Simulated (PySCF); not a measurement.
# C₃H₅FSSi: electronic excitations and core binding energies

Aim: predict the electronic excitations and core binding energies of C₃H₅FSSi (`FC[SiH2]C=C=S`).

The runs use PySCF 2.14.0, with density-fitted response routines of our own; the level of theory stands in each step. All values are computed, except where a source is named. Atoms count from 0, in the outputs and in this text.

## (1) Starting geometry

11 atoms, charge 0, multiplicity 1; geometry from: GFN2-xTB.

Bonds of the start (Å): F0–C1 1.38, C1–Si2 1.92, Si2–C3 1.88, C3–C4 1.29, C4–S5 1.56, C1–H6 1.09, C1–H7 1.09, Si2–H8 1.46, Si2–H9 1.47, C3–H10 1.08.

## (2) Ultraviolet spectrum: PBE0/def2-SVPD

The job: settings as JSON, then the geometry in Å.

```
{"job": {"kind": "uv", "xc": "PBE0", "basis": "def2-SVPD", "nstates": 8, "ntriplets": 3}, "charge": 0, "multiplicity": 1}
F     -1.830241    -1.287379    -0.815568
C     -1.741131     0.023422    -0.388846
Si    -0.190512     0.247095     0.721818
C      1.237641    -0.366549    -0.344046
C      2.460439    -0.012680    -0.125129
S      3.888893     0.502269     0.218926
H     -1.717037     0.637607    -1.292772
H     -2.668073     0.236298     0.147423
H     -0.076049     1.669363     1.048434
H     -0.346629    -0.575037     1.924962
H      0.988123    -1.071738    -1.121166
```

With the program's defaults for keys left out, this is: TDDFT PBE0/def2-SVPD, vertical, gas phase, core orbitals frozen in the response.

Started as:

```bash
$ OMP_NUM_THREADS=1 python probes_run.py task.json out
```

The driver reads the jobs from task.json and runs them one after another.

Standard output:

```text
coarse grid: 10696 points
cycle   1  E = -903.8010239358  dE =  5.709e-01  |g| = 4.486e-01  |ddm| = 4.710e+00
cycle   2  E = -903.7648291052  dE =  3.619e-02  |g| = 6.394e-01  |ddm| = 1.012e+00
cycle   3  E = -903.8409731141  dE = -7.614e-02  |g| = 7.116e-02  |ddm| = 5.639e-01
cycle   4  E = -903.8421259645  dE = -1.153e-03  |g| = 3.000e-02  |ddm| = 1.780e-01
cycle   5  E = -903.8423752584  dE = -2.493e-04  |g| = 1.349e-02  |ddm| = 6.199e-02
cycle   6  E = -903.8424184393  dE = -4.318e-05  |g| = 3.210e-03  |ddm| = 1.752e-02
cycle   7  E = -903.8424206014  dE = -2.162e-06  |g| = 1.804e-03  |ddm| = 6.152e-03
final grid: 95760 points
cycle   8  E = -903.9442511950  dE =  6.943e-06  |g| = 1.198e-02  |ddm| = 8.513e-02
cycle   9  E = -903.9441077377  dE =  1.435e-04  |g| = 2.464e-02  |ddm| = 5.097e-02
cycle  10  E = -903.9442910636  dE = -1.833e-04  |g| = 1.919e-03  |ddm| = 3.617e-02
cycle  11  E = -903.9442920981  dE = -1.034e-06  |g| = 2.960e-04  |ddm| = 2.419e-03
cycle  12  E = -903.9442921125  dE = -1.448e-08  |g| = 1.145e-04  |ddm| = 4.217e-04
cycle  13  E = -903.9442921150  dE = -2.432e-09  |g| = 3.155e-05  |ddm| = 1.470e-04
cycle  14  E = -903.9442921152  dE = -2.701e-10  |g| = 1.416e-05  |ddm| = 7.009e-05
converged SCF energy = -903.9442921152

Static polarisability (au): isotropic 89.904, principal 64.327 68.858 136.528

Singlet excitations
state   eV       nm        f      main configurations
  1   2.8459    435.7   0.00021   H->L 1.00
  2   5.0728    244.4   0.00421   H->L+1 0.54, H-1->L 0.40
  3   5.7922    214.1   0.00224   H->L+2 0.94
  4   5.8369    212.4   0.07234   H-2->L 0.65, H-1->L 0.24
  5   6.1659    201.1   0.01908   H-3->L 0.40, H-4->L 0.31, H-5->L 0.18
  6   6.2478    198.4   0.04816   H->L+3 0.90
  7   6.6417    186.7   0.54606   H->L+4 0.32, H->L+1 0.21, H-1->L 0.15
  8   6.6931    185.2   0.04344   H-1->L+1 0.80, H-2->L+1 0.10

Triplet excitations (Tamm-Dancoff, eV): 2.5136 3.8973 3.9939
```

Wall time 40 s (1 thread of Arm Neoverse N1, shared host); peak memory 0.7 GiB.

Frontier orbitals and where they lie:

```csv
orbital,eV,atoms
HOMO−3,-9.94,"Si2 20 %, F0 15 %, H9 14 %"
HOMO−2,-9.05,"F0 19 %, C1 18 %, Si2 17 %"
HOMO−1,-8.66,"S5 33 %, C4 16 %, C1 14 %"
HOMO,-6.78,"S5 44 %, C3 27 %, C4 20 %"
LUMO,-2.17,"S5 38 %, C4 37 %, C3 11 %"
LUMO+1,-0.44,"C4 28 %, S5 25 %, C3 22 %"
LUMO+2,0.20,"Si2 25 %, S5 17 %, H8 12 %"
```

With each of the 8 states as a Gaussian band of 0.4 eV half-width at 1/e, the curve within the window shown has maxima at 187 nm (ε 25,000) L/(mol cm). Beyond the last state computed it falls off for lack of states. The curve at chosen wavelengths:

nm, ε (L/mol/cm) and a bar:
```
      177      11293 ################
      192      20959 ##############################
      207       6039 #########
      222       2252 ###
      237        447 #
      252        161 
      267         53 
      282          9 
      297          1 
      312          0 
      327          0 
      342          0 
      357          1 
      371          2 
      386          4 
      401          6 
      416          8 
      431          8 
      446          8 
      461          7 
      476          6 
      491          4 
      506          3 
      521          2 
      536          1 
      551          1
```

Further results of this job:

```csv
property,computed
dipole moment (D),1.57
polarisability (Å³),13.32
HOMO–LUMO gap (eV),4.60
−ε(HOMO) (eV),6.78
```

## (3) Core-electron binding energies: SCAN, X2C

Same as in step 2 but for these lines:

```diff
@@ -1,2 +1,2 @@
-{"job": {"kind": "uv", "xc": "PBE0", "basis": "def2-SVPD", "nstates": 8, "ntriplets": 3}, "charge": 0, "multiplicity": 1}
+{"job": {"kind": "xps"}, "charge": 0, "multiplicity": 1}
 F     -1.830241    -1.287379    -0.815568
```

Method: delta-SCF UKS SCAN, pcX-2 on the ionised atom, pcseg-1 elsewhere, spin-free X2C.

Standard output:

```text
ground state, core basis on atom 0 (F), 148 functions
  cycle   1  E = -906.31365820  |g| = 6.13e-01
  cycle   2  E = -906.17850877  |g| = 1.06e+00
  cycle   3  E = -906.37165576  |g| = 1.80e-01
  cycle   4  E = -906.37862256  |g| = 1.12e-01
  cycle   5  E = -906.38258678  |g| = 3.32e-02
  cycle   6  E = -906.38287154  |g| = 8.50e-03
  cycle   7  E = -906.38288318  |g| = 5.62e-03
  cycle   8  E = -906.38289150  |g| = 8.79e-04
  cycle   9  E = -906.38289164  |g| = 2.94e-04
  E(ground) = -906.43251192 Eh
hole in F 1s of atom 0
  cycle   1  E = -880.03736973  |g| = 2.58e+00
  cycle   2  E = -878.39810338  |g| = 2.53e+00
  cycle   3  E = -878.00530288  |g| = 1.60e+00
  cycle   4  E = -879.73244959  |g| = 1.11e+00
  cycle   5  E = -880.90254032  |g| = 2.25e-01
  cycle   6  E = -880.89093834  |g| = 2.61e-01
  cycle   7  E = -880.91878204  |g| = 1.33e-01
  cycle   8  E = -880.93154622  |g| = 2.80e-02
  cycle   9  E = -880.93199217  |g| = 1.55e-02
  cycle  10  E = -880.93210030  |g| = 4.91e-03
  cycle  11  E = -880.93211463  |g| = 1.52e-03
  cycle  12  E = -880.93211715  |g| = 3.74e-04
  E(ion) = -880.98718540 Eh   <S^2> = 0.7570   hole on atom = 1.000   binding energy = 692.403 eV
ground state, core basis on atom 1 (C), 148 functions
  cycle   1  E = -906.34004042  |g| = 7.61e-02
  cycle   2  E = -906.33920019  |g| = 8.93e-02
  cycle   3  E = -906.34035351  |g| = 2.46e-02
  cycle   4  E = -906.34042033  |g| = 1.14e-02
  cycle   5  E = -906.34046181  |g| = 3.01e-03
  cycle   6  E = -906.34046313  |g| = 4.10e-04
  E(ground) = -906.38774762 Eh
hole in C 1s of atom 1
  cycle   1  E = -895.02364105  |g| = 1.50e+00
  cycle   2  E = -892.09248413  |g| = 2.50e+00
  cycle   3  E = -892.31339604  |g| = 1.90e+00
  cycle   4  E = -895.43945708  |g| = 6.09e-01
  cycle   5  E = -895.49236553  |g| = 3.77e-01
  cycle   6  E = -895.52190844  |g| = 3.18e-01
  cycle   7  E = -895.58666719  |g| = 6.51e-02
  cycle   8  E = -895.58870052  |g| = 2.59e-02
  cycle   9  E = -895.58891982  |g| = 1.34e-02
  cycle  10  E = -895.58904539  |g| = 2.49e-03
  cycle  11  E = -895.58905027  |g| = 1.05e-03
  cycle  12  E = -895.58905175  |g| = 5.00e-04
  E(ion) = -895.63632112 Eh   <S^2> = 0.7719   hole on atom = 1.000   binding energy = 292.561 eV
ground state, core basis on atom 2 (Si), 159 functions
  cycle   1  E = -906.43253468  |g| = 2.87e-01
  cycle   2  E = -906.43239020  |g| = 4.29e-02
  cycle   3  E = -906.43073238  |g| = 7.77e-02
  cycle   4  E = -906.43252790  |g| = 2.54e-02
  cycle   5  E = -906.43271498  |g| = 7.31e-03
  cycle   6  E = -906.43272987  |g| = 1.10e-03
  cycle   7  E = -906.43273006  |g| = 1.66e-04
  E(ground) = -906.43882695 Eh
hole in Si 1s of atom 2
  cycle   1  E = -837.48720641  |g| = 4.35e+00
  cycle   2  E = -836.75114787  |g| = 2.44e+00
  cycle   3  E = -836.47860156  |g| = 1.63e+00
  cycle   4  E = -838.27376273  |g| = 6.94e-01
  cycle   5  E = -838.45031932  |g| = 4.13e-01
  cycle   6  E = -838.51041537  |g| = 2.85e-01
  cycle   7  E = -838.55206959  |g| = 8.21e-02
  cycle   8  E = -838.55602109  |g| = 1.79e-02
  cycle   9  E = -838.55611614  |g| = 8.51e-03
  cycle  10  E = -838.55614217  |g| = 1.99e-03
  cycle  11  E = -838.55614512  |g| = 5.08e-04
  cycle  12  E = -838.55614470  |g| = 2.02e-04
  E(ion) = -838.57091743 Eh   <S^2> = 0.7524   hole on atom = 1.000   binding energy = 1846.780 eV
hole in Si 2p of atom 2
  cycle   1  E = -902.14739631  |g| = 1.24e+00
  cycle   2  E = -901.49847350  |g| = 1.41e+00
  cycle   3  E = -902.16893380  |g| = 6.33e-01
  cycle   4  E = -902.39284235  |g| = 3.75e-01
  cycle   5  E = -902.46509330  |g| = 1.68e-01
  cycle   6  E = -902.47848462  |g| = 7.35e-02
  cycle   7  E = -902.48111238  |g| = 1.65e-02
  cycle   8  E = -902.48124256  |g| = 6.31e-03
  cycle   9  E = -902.48125543  |g| = 2.34e-03
  cycle  10  E = -902.48125937  |g| = 5.94e-04
  cycle  11  E = -902.48125988  |g| = 1.07e-04
  E(ion) = -902.49934882 Eh   <S^2> = 0.7521   hole on atom = 1.003   binding energy = 107.199 eV
  2p3/2 = 107.005 eV   2p1/2 = 107.628 eV
ground state, core basis on atom 3 (C), 148 functions
  cycle   1  E = -906.34037160  |g| = 6.16e-02
  cycle   2  E = -906.34024677  |g| = 3.50e-02
  cycle   3  E = -906.34019449  |g| = 3.81e-02
  cycle   4  E = -906.34055325  |g| = 1.08e-02
  cycle   5  E = -906.34058352  |g| = 3.67e-03
  cycle   6  E = -906.34058848  |g| = 6.27e-04
  cycle   7  E = -906.34058908  |g| = 1.10e-04
  E(ground) = -906.38856136 Eh
hole in C 1s of atom 3
  cycle   1  E = -895.08543405  |g| = 1.52e+00
  cycle   2  E = -893.30795530  |g| = 2.25e+00
  cycle   3  E = -895.19372466  |g| = 8.24e-01
  cycle   4  E = -895.41069740  |g| = 6.73e-01
  cycle   5  E = -895.67063061  |g| = 1.34e-01
  cycle   6  E = -895.67773375  |g| = 4.74e-02
  cycle   7  E = -895.67885061  |g| = 1.83e-02
  cycle   8  E = -895.67910141  |g| = 4.85e-03
  cycle   9  E = -895.67911532  |g| = 2.27e-03
  cycle  10  E = -895.67912291  |g| = 1.17e-03
  cycle  11  E = -895.67912403  |g| = 8.29e-04
  cycle  12  E = -895.67912424  |g| = 3.98e-04
  E(ion) = -895.72681870 Eh   <S^2> = 0.7754   hole on atom = 1.000   binding energy = 290.121 eV
ground state, core basis on atom 4 (C), 148 functions
  cycle   1  E = -906.34103916  |g| = 5.90e-02
  cycle   2  E = -906.34069718  |g| = 4.09e-02
  cycle   3  E = -906.34054980  |g| = 4.58e-02
  cycle   4  E = -906.34113630  |g| = 5.95e-03
  cycle   5  E = -906.34114721  |g| = 2.76e-03
  cycle   6  E = -906.34114865  |g| = 3.12e-04
  E(ground) = -906.38901133 Eh
hole in C 1s of atom 4
  cycle   1  E = -895.00276521  |g| = 1.51e+00
  cycle   2  E = -888.81546922  |g| = 3.14e+00
  cycle   3  E = -892.37826042  |g| = 1.86e+00
  cycle   4  E = -894.74581231  |g| = 9.33e-01
  cycle   5  E = -895.06189062  |g| = 8.32e-01
  cycle   6  E = -895.48437101  |g| = 4.25e-01
  cycle   7  E = -895.57681604  |g| = 2.12e-01
  cycle   8  E = -895.59722506  |g| = 8.08e-02
  cycle   9  E = -895.60183608  |g| = 4.16e-02
  cycle  10  E = -895.60343099  |g| = 1.51e-02
  cycle  11  E = -895.60364313  |g| = 6.02e-03
  cycle  12  E = -895.60370987  |g| = 4.27e-03
  cycle  13  E = -895.60375916  |g| = 2.34e-03
  cycle  14  E = -895.60376843  |g| = 9.46e-04
  cycle  15  E = -895.60376914  |g| = 4.50e-04
  E(ion) = -895.65266067 Eh   <S^2> = 0.9154   hole on atom = 1.000   binding energy = 292.151 eV
ground state, core basis on atom 5 (S), 159 functions
  cycle   1  E = -906.48529808  |g| = 4.06e-01
  cycle   2  E = -906.48007473  |g| = 1.40e-01
  cycle   3  E = -906.44706352  |g| = 3.62e-01
  cycle   4  E = -906.48596284  |g| = 3.24e-02
  cycle   5  E = -906.48617006  |g| = 1.52e-02
  cycle   6  E = -906.48624994  |g| = 1.20e-03
  cycle   7  E = -906.48624889  |g| = 5.72e-04
  cycle   8  E = -906.48624943  |g| = 2.10e-04
  E(ground) = -906.51965885 Eh
hole in S 1s of atom 5
  cycle   1  E = -814.22912033  |g| = 5.08e+00
  cycle   2  E = -808.07280794  |g| = 3.37e+00
  cycle   3  E = -779.65298868  |g| = 4.99e+00
  cycle   4  E = -814.70771122  |g| = 1.31e+00
  cycle   5  E = -815.10214143  |g| = 8.20e-01
  cycle   6  E = -815.43331826  |g| = 1.98e-01
  cycle   7  E = -815.44061881  |g| = 1.61e-01
  cycle   8  E = -815.45153890  |g| = 5.55e-02
  cycle   9  E = -815.45331730  |g| = 1.64e-02
  cycle  10  E = -815.45342824  |g| = 7.48e-03
  cycle  11  E = -815.45345917  |g| = 2.62e-03
  cycle  12  E = -815.45346220  |g| = 4.64e-04
  E(ion) = -815.47952439 Eh   <S^2> = 0.7515   hole on atom = 1.000   binding energy = 2477.328 eV
hole in S 2p of atom 5
  cycle   1  E = -899.78839435  |g| = 1.52e+00
  cycle   2  E = -893.39500048  |g| = 2.81e+00
  cycle   3  E = -896.41141574  |g| = 2.09e+00
  cycle   4  E = -900.11822060  |g| = 5.19e-01
  cycle   5  E = -900.15338173  |g| = 3.94e-01
  cycle   6  E = -900.23308694  |g| = 1.06e-01
  cycle   7  E = -900.23629097  |g| = 9.00e-02
  cycle   8  E = -900.23997531  |g| = 1.19e-02
  cycle   9  E = -900.24004791  |g| = 3.62e-03
  cycle  10  E = -900.24005355  |g| = 2.68e-03
  cycle  11  E = -900.24005782  |g| = 8.84e-04
  cycle  12  E = -900.24006005  |g| = 5.84e-04
  cycle  13  E = -900.24006209  |g| = 3.98e-04
  E(ion) = -900.28143829 Eh   <S^2> = 0.7553   hole on atom = 1.001   binding energy = 169.751 eV
  2p3/2 = 169.471 eV   2p1/2 = 170.708 eV
```

Wall time 2.1 min (1 thread of Arm Neoverse N1, shared host); peak memory 0.44 GiB.

Binding energies by hole, beside the orbital energy of the ground state; the difference holds orbital relaxation and, for a density functional, its self-interaction error:

```csv
hole,stands for,environment,ΔSCF (eV; 2p as the shell's mean),−ε (eV),⟨S²⟩
F1s on F0,F0,fluorine on an sp3 carbon,692.40,666.5,0.757
C1s on C1,C1,sp3 CH2 bonded to F and Si,292.56,275.6,0.772
Si1s on Si2,Si2,"silicon bonded to 2 C, 2 H",1846.78,1793.9,0.752
Si2p on Si2,Si2,"silicon bonded to 2 C, 2 H",107.21,96.7,0.752
C1s on C3,C3,alkene CH,290.12,273.9,0.775
C1s on C4,C4,cumulene carbon,292.15 (doubtful),276.2,0.915
S1s on S5,S5,thione sulfur,2477.33,2415.5,0.752
S2p on S5,S5,thione sulfur,169.88,158.6,0.755
```

Doubtful: the ion did not converge, its hole moved, or its ⟨S²⟩ is well above 0.75.

With the spin-orbit splitting: Si2 2p3/2 107.00, 2p1/2 107.63 eV; S5 2p3/2 169.47, 2p1/2 170.71 eV. The table gives each 2p level as the mean over the whole 2p shell (two parts 2p3/2, one part 2p1/2), which differs a little from the single hole in the log.

## (4) Summary of results

```
                                                    quantity                        value
                             lowest singlet (PBE0/def2-SVPD)  2.85 eV (436 nm), f = 0.000
                    brightest single state of those computed  state 7, 6.64 eV, f = 0.546
                                              lowest triplet                      2.51 eV
C1s binding energies, SCAN/pcX-2 (standing for 2 of 3 atoms)      C1 292.56, C3 290.12 eV
                            F1s binding energies, SCAN/pcX-2                 F0 692.40 eV
                           Si1s binding energies, SCAN/pcX-2               Si2 1846.78 eV
                           Si2p binding energies, SCAN/pcX-2                Si2 107.21 eV
                            S1s binding energies, SCAN/pcX-2                S5 2477.33 eV
                            S2p binding energies, SCAN/pcX-2                 S5 169.88 eV
```

What this shows: The lowest singlet, at 2.85 eV, is HOMO→LUMO 1.00 and is dark; of the 8 states computed, the strongest absorption comes from state 7 at 6.64 eV. The lowest triplet lies 0.33 eV below the lowest singlet (triplets in Tamm-Dancoff, singlets in full TDDFT). C1 (sp3 CH2 bonded to F and Si) binds its C1s electron 2.44 eV more tightly than C3 (alkene CH). Only 2 of the 3 C atoms are covered by sound results.
